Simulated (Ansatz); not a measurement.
# C2H10OSi2: vertical ionisation energy

An exercise on one series of results from a longer session: the logs are not shown, and one member is left open.

The runs use Ansatz 0.2.0, Gaussian basis; unrestricted cation, the program's frozen cores in correlated methods.

Levels to be run: UKS r2SCAN-D4/def2-TZVPP; UKS PBE0-D4/def2-TZVPP; UKS B3LYP-D4/def2-TZVPP; UKS wB97X-V/def2-TZVPP; UKS wB97M-V/def2-TZVPP; UKS B2PLYP/def2-TZVPP; UHF-CCSD(T)/def2-TZVPP; UHF-MP2/def2-QZVPP; extrapolation to the limit; then −ε(HOMO) from the neutral's earlier runs with LDA (SPW92), PBE-D4, revPBE-D4, BLYP-D4, r2SCAN-D4, B97M-V, PBE0-D4, B3LYP-D4, r2SCANh-D4, r2SCAN0-D4, HSE06-D4, BHLYP-D4, CAM-B3LYP-D4, LC-ωPBE, ωB97X-V, ωB97M-V.

2 further runs of the same task are left out: 2 for a known fault of the program.

### The geometry

The geometry comes from an earlier relaxation with PBE0-D4 in a triple-zeta def2 set; it is a stationary point, not always the lowest conformer.

15 atoms, charge 0, spin multiplicity 1.

Atoms are counted from 1 here; the program's logs count them from 0.

Bond lengths: C1–Si2 1.860 Å, C1–H6 1.093 Å, C1–H7 1.093 Å, C1–H8 1.094 Å, Si2–O3 1.637 Å, Si2–H9 1.486 Å, Si2–H10 1.490 Å, O3–Si4 1.637 Å, Si4–C5 1.857 Å, Si4–H11 1.490 Å, Si4–H12 1.490 Å, C5–H13 1.092 Å, C5–H14 1.092 Å, C5–H15 1.093 Å. Angles: Si2–C1–H6 111.0°, Si2–C1–H7 111.1°, Si2–C1–H8 110.3°, H6–C1–H7 108.3°, H6–C1–H8 108.1°, H7–C1–H8 108.0°, C1–Si2–O3 111.0°, C1–Si2–H9 110.4°, C1–Si2–H10 109.9°, O3–Si2–H9 107.4°, O3–Si2–H10 109.3°, H9–Si2–H10 108.8°, Si2–O3–Si4 145.7°, O3–Si4–C5 109.3°, O3–Si4–H11 109.3°, O3–Si4–H12 109.1°, C5–Si4–H11 110.7°, C5–Si4–H12 110.3° and more.

Set-up of the first run:

in.yaml

```yaml
crystal:
  periodic: [false, false, false]
  atoms:
    - {symbol: C, position_ang: [-2.721477, 0.236826, -0.218873]}
    - {symbol: Si, position_ang: [-1.284367, -0.694605, -0.945511]}
    - {symbol: O, position_ang: [0.086734, -0.416326, -0.095071]}
    - {symbol: Si, position_ang: [1.309239, 0.632931, 0.194579]}
    - {symbol: C, position_ang: [2.708085, -0.267061, 1.019978]}
    - {symbol: H, position_ang: [-2.887355, -0.050337, 0.822167]}
    - {symbol: H, position_ang: [-2.549771, 1.315499, -0.253140]}
    - {symbol: H, position_ang: [-3.635200, 0.022165, -0.780303]}
    - {symbol: H, position_ang: [-1.541878, -2.157924, -0.904973]}
    - {symbol: H, position_ang: [-1.076638, -0.282911, -2.362617]}
    - {symbol: H, position_ang: [1.757827, 1.234686, -1.092938]}
    - {symbol: H, position_ang: [0.812613, 1.731956, 1.069717]}
    - {symbol: H, position_ang: [2.380880, -0.711052, 1.963004]}
    - {symbol: H, position_ang: [3.089153, -1.065489, 0.379119]}
    - {symbol: H, position_ang: [3.530455, 0.420939, 1.234262]}
basis:
  gaussian: {orbitals: def2-TZVPP}
total_charge: 1
magnetization: {spin_polarized: true, initial_magnetization: 1}
hamiltonian: {xc: r2scan, dispersion: d4}
```

Command:

```console
$ ansatz run in.yaml --threads 2 --pin off --events-out ev --progress --plain --max-ram 32768MiB --backend cuda --devices 0, --max-vram 18GiB
```

Among the steps run: Cation, UKS r2SCAN-D4/def2-TZVPP; Cation, UKS PBE0-D4/def2-TZVPP; Cation, UKS B3LYP-D4/def2-TZVPP; Cation, UKS wB97X-V/def2-TZVPP; Cation, UKS wB97M-V/def2-TZVPP; Cation, UKS B2PLYP (frozen core)/def2-TZVPP; Cation, UHF-CCSD(T)/def2-TZVPP; Cation, UHF-MP2/def2-QZVPP.

One table of the session follows, with a row left open; its other results are not shown here.

It belongs to the step «Ionisation energies side by side». Orbital estimates, from the neutral's runs:

| functional | −ε(HOMO) (eV) |
| --- | --- |
| LDA (SPW92) | 6.99 |
| PBE-D4 | 6.91 |
| revPBE-D4 | 6.87 |
| BLYP-D4 | 6.82 |
| r2SCAN-D4 | 7.24 |
| B97M-V | 7.37 |
| PBE0-D4 | 8.29 |
| B3LYP-D4 | 8.09 |
| r2SCANh-D4 | 7.75 |
| r2SCAN0-D4 | 8.52 |
| HSE06-D4 | 7.89 |
| BHLYP-D4 | 9.63 |
| CAM-B3LYP-D4 | 9.71 |
| LC-ωPBE | 11.03 |
| ωB97X-V | 10.71 |
| ωB97M-V | ? |

Q: Estimate the row for ωB97M-V from the others.

The run gave: −ε(HOMO) (eV): 10.58. In the column «−ε(HOMO) (eV)» it lies between CAM-B3LYP-D4 (9.71) and ωB97X-V (10.71).
